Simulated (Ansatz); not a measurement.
# Te3MoF: the cost of one run

Program: Ansatz 0.2.0. Level of theory: DFT PBE, scalar-relativistic, plane waves, PAW. These are calculated values, not measurements.

### 1 Starting point

The structure is tetragonal, space group P4/mmm (No. 123). Conventional cell: a = 5.185 Å, b = 5.185 Å, c = 5.356 Å, α = 90.00°, β = 90.00°, γ = 90.00°. Around Te (site symmetry 4/mmm) lie 4 Te at 2.59 Å and 2 Mo at 2.68 Å. Around Te (site symmetry mmm) lie 2 Te at 2.59 Å and 2 F at 2.59 Å. Mo (site symmetry 4/mmm) has 2 Te at 2.68 Å as nearest neighbours. F (site symmetry 4/mmm) is surrounded by 4 Te at 2.59 Å.

As a file:

```
CELL_PARAMETERS angstrom
5.18483 0.00000 0.00000
0.00000 5.18483 0.00000
0.00000 0.00000 5.35629
ATOMIC_POSITIONS crystal
Te 0.50000 0.50000 0.00000
Te 0.00000 0.50000 0.00000
Te 0.50000 0.00000 0.00000
Mo 0.50000 0.50000 0.50000
F 0.00000 0.00000 0.00000
```

The cell is invented: random cell by space group and Wyckoff sites (P4/mmm, No. 123). The dimensions are guesses.

### 2 Probe: one point on a coarse mesh

File input.yaml:

```yaml
crystal:
  lattice:
    - [5.1848312, 0.0, 0.0]
    - [0.0, 5.1848312, 0.0]
    - [0.0, 0.0, 5.35628944]
  atoms:
    - { symbol: Te, position: [0.5, 0.5, 0.0] }
    - { symbol: Te, position: [0.0, 0.5, 0.0] }
    - { symbol: Te, position: [0.5, 0.0, 0.0] }
    - { symbol: Mo, position: [0.5, 0.5, 0.5], spin: 1.0 }
    - { symbol: F, position: [0.0, 0.0, 0.0] }
basis:
  ecutwfc: 420
kpoints:
  mp_grid: { grid: [4, 4, 4] }
hamiltonian:
  xc: pbe
scf:
  occupations: { method: gaussian, width: 0.1 }
  lower_state_search: "off"
output:
  forces: true
  stress: true
  eigenvalues: true
  populations: true
magnetization:
  spin_polarized: true
```

Launch:

```bash
> ansatz run input.yaml --threads 1 --pin off --max-ram 2560MiB --backend cpu --events-out ev --progress --plain --runs-dir out
```

**Question.** How long does this run take on 1 thread of Arm Neoverse V2, shared host, and how much memory does it need?

About 21 s, with a peak of 0.48 GiB.
